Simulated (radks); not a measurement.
# Ionisation of Nd: one atom, several choices of exchange strength α

An exercise on one series of results from a longer session: the logs are not shown, and one member is left open.

The numbers are computed with radks (a radial shooting solver on a logarithmic mesh, Libxc functionals) version 1 (scalar-relativistic Kohn-Sham, spin-polarised, spherical densities, finite nucleus; open shells are filled with parallel spins first), except any that are marked as measured or tabulated.

## The atom as given

```
element       : neodymium (Z = 60)
charge        : 0
electrons     : 60
configuration : [Xe] 4f4 6s2
ion           : Nd⁺, [Xe] 4f4 6s1
choices       : α = 0.579; α = 0.588; α = 0.667; α = 0.728; α = 0.954
```

The outer shells:

Nd
```
[Xe] core
4f [↑ ][↑ ][↑ ][↑ ][  ][  ][  ]
6s [↑↓]
```

Nd⁺
```
[Xe] core
4f [↑ ][↑ ][↑ ][↑ ][  ][  ][  ]
6s [↑ ]
```

Set-up of the first run:

Input:

```text
Z 60
configuration [Xe] 4f4 6s2
relativity scalar-relativistic
functional xalpha 0.579
spin polarised
nucleus finite rms 4.9123 fm
c 137.035999084
```

Steps of the session up to this table: α = 0.579: Nd.

One of the session's tables, all rows but one given; the rest of the session is left out.

It belongs to the step «α = 0.579: Nd». Radial moments (bohr):

| level | <r> | outermost maximum (interpolated) | 90 % within | nodes |
| --- | --- | --- | --- | --- |
| 4d down | 0.7112 | 0.621 | 1.07 | 1 |
| 5s up | 1.475 | 1.32 | 2.13 | 4 |
| 5s down | ? | ? | ? | ? |
| 5p up | 1.739 | 1.50 | 2.56 | 3 |
| 5p down | 1.765 | 1.51 | 2.61 | 3 |
| 6s up | 4.541 | 3.78 | 6.78 | 5 |
| 6s down | 4.726 | 3.90 | 7.09 | 5 |
| 4f up | 1.189 | 0.670 | 2.13 | 0 |

**Question.** Estimate the row for 5s down.

The run gave: <r>: 1.488; outermost maximum (interpolated): 1.33; 90 % within: 2.15; nodes: 4. In the column «<r>» it lies between 5s up (1.475) and 5p up (1.739).

Caveats from the session: Open shells are spherical and high-spin; term and fine-structure splittings are not resolved.
